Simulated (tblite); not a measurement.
**SnTe at GFN1-xTB (tblite): moving one setting at a time**

Aim: start from a run with usual settings and see what each changed setting does to the results.

The COD entry's cell or inner coordinates are ideal or old and differ from later refinements, so a difference from it is no clean test against experiment.

Program: tblite 0.8.0. Level of theory: GFN1-xTB (tblite), atoms fixed, no spin polarisation. These are calculated values, not measurements.

## (1) The starting structure

The structure is cubic, space group Fm-3m (No. 225). Conventional cell: a = 6.379 Å, b = 6.379 Å, c = 6.379 Å, α = 90.00°, β = 90.00°, γ = 90.00°. Sn (site symmetry m-3m) is surrounded by 6 Te at 3.19 Å. Around Te (site symmetry m-3m) lie 6 Sn at 3.19 Å.

Structure file:

```xyz
2
Lattice="0.0000 3.1894 3.1894 3.1894 0.0000 3.1894 3.1894 3.1894 0.0000" Properties=species:S:1:pos:R:3 pbc="T T T"
Sn    0.0000    0.0000    0.0000
Te    3.1894    3.1894    3.1894
```

## (2) The reference run

Contents of run.py:

```python
import json
from ase import Atoms
from ase.build import make_supercell
from ase.units import Bohr, GPa, Hartree
from tblite.interface import Calculator

atoms = Atoms(['Sn', 'Te'],
              cell=[[0.0, 3.18935457, 3.18935457], [3.18935457, 0.0, 3.18935457], [3.18935457, 3.18935457, 0.0]],
              scaled_positions=[[0.0, 0.0, 0.0], [0.5, 0.5, 0.5]],
              pbc=True)
cluster = make_supercell(atoms, [[-2, 2, 2], [2, -2, 2], [2, 2, -2]])
calc = Calculator('GFN1-xTB', cluster.numbers, cluster.positions / Bohr, lattice=cluster.cell[:] / Bohr, periodic=cluster.pbc)
calc.set('temperature', 0.02 / Hartree)
calc.set('max-iter', 150)
res = calc.singlepoint()
levels = res.get('orbital-energies') * Hartree
nv = round(res.get('orbital-occupations').sum() / 2)
cells = len(cluster) // len(atoms)
out = {'energy_per_cell': res.get('energy') * Hartree / cells, 'homo': levels[nv - 1], 'lumo': levels[nv],
       'stress': (-res.get('virial') * Hartree / cluster.get_volume() / GPa).tolist(), 'charges': res.get('charges')[:len(atoms)].tolist(), 'electrons': 2 * nv / cells}
json.dump(out, open('results.json', 'w'))
for key, value in out.items():
    print(key, value)
```

The run is started by

```
$ python run.py
```

What it wrote:

```text
------------------------------------------------------------
  cycle        total energy    energy error   density error
------------------------------------------------------------
      1     -205.0445294896  -2.0450718E+02   3.9277016E-01
      2     -205.3339460334  -2.8941654E-01   1.6126053E-01
      3     -205.3842640320  -5.0317999E-02   1.1058943E-01
      4     -205.4033000994  -1.9036067E-02   2.0533892E-03
      5     -205.4033063702  -6.2708376E-06   2.1581138E-03
      6     -205.4033297797  -2.3409459E-05   7.9981586E-05
      7     -205.4033298957  -1.1604902E-07   3.4736132E-05
      8     -205.4033299288  -3.3057518E-08   5.0164108E-07
------------------------------------------------------------

 total:                                   1.762 sec
energy_per_cell -174.6659156681905
homo -8.50741906381147
lumo -7.693750705036714
stress [[-14.348984190258513, -1.0462114273686689e-15, -7.571596012683815e-15], [-1.0526103638032078e-15, -14.348984190258513, -1.4468441377846795e-15], [-7.53791614582691e-15, -1.480075987312745e-15, -14.348984190258491]]
charges [0.16935323622846554, -0.16935271832397142]
electrons 10.0
```

Wall time 2.3 s (1 thread of Arm Neoverse V2, shared host); peak memory 0.14 GiB.

Gap 0.81 eV; pressure -14.3 GPa. The 64 atoms of the cluster fold only a few k-points onto the zone centre, so gap and energy may not be converged in the cluster's size.

## (3) Change: method = IPEA1-xTB

Edit run.py of step 2 so:

```diff
@@ -11,3 +11,3 @@
 cluster = make_supercell(atoms, [[-2, 2, 2], [2, -2, 2], [2, 2, -2]])
-calc = Calculator('GFN1-xTB', cluster.numbers, cluster.positions / Bohr, lattice=cluster.cell[:] / Bohr, periodic=cluster.pbc)
+calc = Calculator('IPEA1-xTB', cluster.numbers, cluster.positions / Bohr, lattice=cluster.cell[:] / Bohr, periodic=cluster.pbc)
 calc.set('temperature', 0.02 / Hartree)
```

The run is started by

```
$ python run.py
```

What it wrote:

```text
------------------------------------------------------------
  cycle        total energy    energy error   density error
------------------------------------------------------------
      1     -202.3514855494  -2.0184180E+02   2.8296647E-01
      2     -202.4698178208  -1.1833227E-01   1.6905691E-01
      3     -202.4697210523   9.6768473E-05   6.9687249E-02
      4     -202.4830869193  -1.3365867E-02   1.6450359E-03
      5     -202.4831001341  -1.3214828E-05   4.2716088E-04
      6     -202.4831001562  -2.2082702E-08   1.5879628E-05
------------------------------------------------------------

 total:                                   2.858 sec
energy_per_cell -172.1826813050365
homo -7.389231360287498
lumo -7.389231360231038
stress [[-15.109727792748018, 2.3635885547788423e-11, -2.4343213995448105e-10], [2.3635847987367908e-11, -15.109727794004248, -5.598174549099612e-11], [-2.4343224445823374e-10, -5.598187584449859e-11, -15.10972779345002]]
charges [0.11058855068950496, -0.11058855124196654]
electrons 10.0
```

Run time: 3.4 s. Hardware: 1 thread of Arm Neoverse V2, shared host; peak memory 0.14 GiB.

Totals of another method or basis aren't compared here.

## (4) Change: temperature = 0.1

Edit run.py of step 3 so:

```diff
@@ -11,4 +11,4 @@
 cluster = make_supercell(atoms, [[-2, 2, 2], [2, -2, 2], [2, 2, -2]])
-calc = Calculator('IPEA1-xTB', cluster.numbers, cluster.positions / Bohr, lattice=cluster.cell[:] / Bohr, periodic=cluster.pbc)
-calc.set('temperature', 0.02 / Hartree)
+calc = Calculator('GFN1-xTB', cluster.numbers, cluster.positions / Bohr, lattice=cluster.cell[:] / Bohr, periodic=cluster.pbc)
+calc.set('temperature', 0.1 / Hartree)
 calc.set('max-iter', 150)
```

The run is started by

```
$ python run.py
```

What it wrote:

```text
------------------------------------------------------------
  cycle        total energy    energy error   density error
------------------------------------------------------------
      1     -205.0451588256  -2.0450781E+02   3.9263776E-01
      2     -205.3285529325  -2.8339411E-01   1.5999697E-01
      3     -205.3830522277  -5.4499295E-02   1.1403345E-01
      4     -205.4048255041  -2.1773276E-02   2.6825616E-03
      5     -205.4048236903   1.8138819E-06   1.9057762E-03
      6     -205.4048336045  -9.9142269E-06   5.8260350E-05
      7     -205.4048337374  -1.3291208E-07   2.5488069E-05
      8     -205.4048337622  -2.4765313E-08   7.7703088E-07
------------------------------------------------------------

 total:                                   1.767 sec
energy_per_cell -174.66719446166027
homo -8.50772941100812
lumo -7.688310373964238
stress [[-14.39953597157612, -2.8368565535694823e-15, 4.2257259134738213e-16], [-2.843938720105711e-15, -14.3995359715761, -1.0711867812803587e-14], [4.482850587965183e-16, -1.0695242850074056e-14, -14.39953597157613]]
charges [0.1681019664095425, -0.16810144856882464]
electrons 10.0
```

Wall time 2.3 s (1 thread of Arm Neoverse V2, shared host); peak memory 0.14 GiB.

Against the reference run the gap moves by +0.01 eV and the energy by -0.6 meV/atom.

## (5) Change: accuracy = 10.0

Edit run.py of step 4 so:

```diff
@@ -12,4 +12,5 @@
 calc = Calculator('GFN1-xTB', cluster.numbers, cluster.positions / Bohr, lattice=cluster.cell[:] / Bohr, periodic=cluster.pbc)
-calc.set('temperature', 0.1 / Hartree)
+calc.set('temperature', 0.02 / Hartree)
 calc.set('max-iter', 150)
+calc.set('accuracy', 10.0)
 res = calc.singlepoint()
```

The run is started by

```
$ python run.py
```

What it wrote:

```text
------------------------------------------------------------
  cycle        total energy    energy error   density error
------------------------------------------------------------
      1     -205.0445295182  -2.0450718E+02   3.9277015E-01
      2     -205.3339460726  -2.8941655E-01   1.6126054E-01
      3     -205.3842640852  -5.0318013E-02   1.1058943E-01
      4     -205.4033001563  -1.9036071E-02   2.0533896E-03
      5     -205.4033064272  -6.2708198E-06   2.1581143E-03
      6     -205.4033298366  -2.3409477E-05   7.9981598E-05
      7     -205.4033299527  -1.1604891E-07   3.4736137E-05
------------------------------------------------------------

 total:                                   1.439 sec
energy_per_cell -174.66591568852687
homo -8.507366908162806
lumo -7.693775659556498
stress [[-14.34926443729174, 3.506683830276321e-15, -1.281141094240331e-14], [3.4834381953245843e-15, -14.349264437291733, -1.780499211513852e-15], [-1.2772950256518124e-14, -1.8189671923674964e-15, -14.349264437291742]]
charges [0.16928447522064122, -0.1692915317239092]
electrons 10.0
```

Wall time 2 s (1 thread of Arm Neoverse V2, shared host); peak memory 0.14 GiB.

Against the reference run the gap moves by 0.00 eV and the energy by 0.0 meV/atom.

## (6) Change: mixer-damping = 1.0

Edit run.py of step 5 so:

```diff
@@ -14,3 +14,3 @@
 calc.set('max-iter', 150)
-calc.set('accuracy', 10.0)
+calc.set('mixer-damping', 1.0)
 res = calc.singlepoint()
```

The run is started by

```
$ python run.py
```

What it wrote:

```text
------------------------------------------------------------
  cycle        total energy    energy error   density error
------------------------------------------------------------
      1     -205.0445294896  -2.0450718E+02   3.9277016E-01
      2     -201.9144505359   3.1300790E+00   5.5838244E-01
      3     -204.7965581143  -2.8821076E+00   2.5905654E-01
      4     -205.4027709483  -6.0621283E-01   2.9359195E-02
      5     -205.4023355829   4.3536543E-04   2.1561351E-02
      6     -205.4032632529  -9.2767003E-04   1.3798215E-03
      7     -205.4033212323  -5.7979376E-05   7.8451802E-04
      8     -205.4033299198  -8.6875272E-06   3.6402662E-05
      9     -205.4033299259  -6.1082517E-09   1.7569838E-05
------------------------------------------------------------

 total:                                   1.877 sec
energy_per_cell -174.66591566575778
homo -8.507415299760124
lumo -7.693771877728572
stress [[-14.349062795544205, 1.1026285153172304e-14, 1.433117284561408e-14], [1.1018520264300661e-14, -14.349062795544242, -4.346586001454357e-15], [1.4323646613479126e-14, -4.395753910123854e-15, -14.349062795544242]]
charges [0.1693523156385765, -0.16932774182197918]
electrons 10.0
```

Wall time 2.4 s (1 thread of Arm Neoverse V2, shared host); peak memory 0.14 GiB.

Against the reference run the gap moves by 0.00 eV and the energy by 0.0 meV/atom.

## (7) Change: cluster = 1x1x1

Edit run.py of step 6 so:

```diff
@@ -10,3 +10,3 @@
               pbc=True)
-cluster = make_supercell(atoms, [[-2, 2, 2], [2, -2, 2], [2, 2, -2]])
+cluster = make_supercell(atoms, [[-1, 1, 1], [1, -1, 1], [1, 1, -1]])
 calc = Calculator('GFN1-xTB', cluster.numbers, cluster.positions / Bohr, lattice=cluster.cell[:] / Bohr, periodic=cluster.pbc)
@@ -14,3 +14,2 @@
 calc.set('max-iter', 150)
-calc.set('mixer-damping', 1.0)
 res = calc.singlepoint()
```

The run is started by

```
$ python run.py
```

What it wrote:

```text
------------------------------------------------------------
  cycle        total energy    energy error   density error
------------------------------------------------------------
      1     -26.40801945081  -2.6340851E+01   4.8083777E-02
      2     -26.40836095864  -3.4150783E-04   3.3857588E-02
      3     -26.40837445474  -1.3496098E-05   1.3071721E-02
      4     -26.40841431189  -3.9857146E-05   2.4453818E-04
      5     -26.40841432116  -9.2765120E-09   1.0074714E-04
      6     -26.40841432248  -1.3104504E-09   4.6524654E-08
------------------------------------------------------------

 total:                                   0.125 sec
energy_per_cell -179.65238910507472
homo -10.381164674588772
lumo -3.2468151825834113
stress [[-29.927302965211894, 4.026170231518395e-15, -9.588880956852899e-15], [4.001219916579476e-15, -29.927302965211947, 4.634414421885226e-16], [-9.582935395250984e-15, 4.972649072199645e-16, -29.927302965211936]]
charges [0.0036946627794215148, -0.003694662779426948]
electrons 10.0
```

It took 0.63 s on 1 thread of Arm Neoverse V2, shared host; peak memory 0.096 GiB.

Against the reference run the gap moves by +6.32 eV and the energy by -2493.2 meV/atom. One cell at the zone centre alone can't describe the crystal.

## (8) What moved

| change | ends | gap (eV) | energy (meV/atom) | pressure (GPa) | time |
| --- | --- | --- | --- | --- | --- |
| none | converged | 0.81 | 0 | -14.3 | 2.3 s |
| method = IPEA1-xTB | converged | -0.81 | – | -0.8 | 3.4 s |
| temperature = 0.1 | converged | +0.01 | -0.6 | -0.1 | 2.3 s |
| accuracy = 10.0 | converged | 0.00 | 0.0 | 0.0 | 2 s |
| mixer-damping = 1.0 | converged | 0.00 | 0.0 | 0.0 | 2.4 s |
| cluster = 1x1x1 | converged | +6.32 | -2493.2 | -15.6 | 0.63 s |

The first row holds values, the others changes from it. Keys are the program's: temperature in eV (tblite) or K (CP2K), cutoffs in Ry, CUTOFP in Å. Among the numerical settings, cluster = 1x1x1 moves the energy most (-2493.2 meV/atom). The changed runs test settings; they are no properties of the crystal.
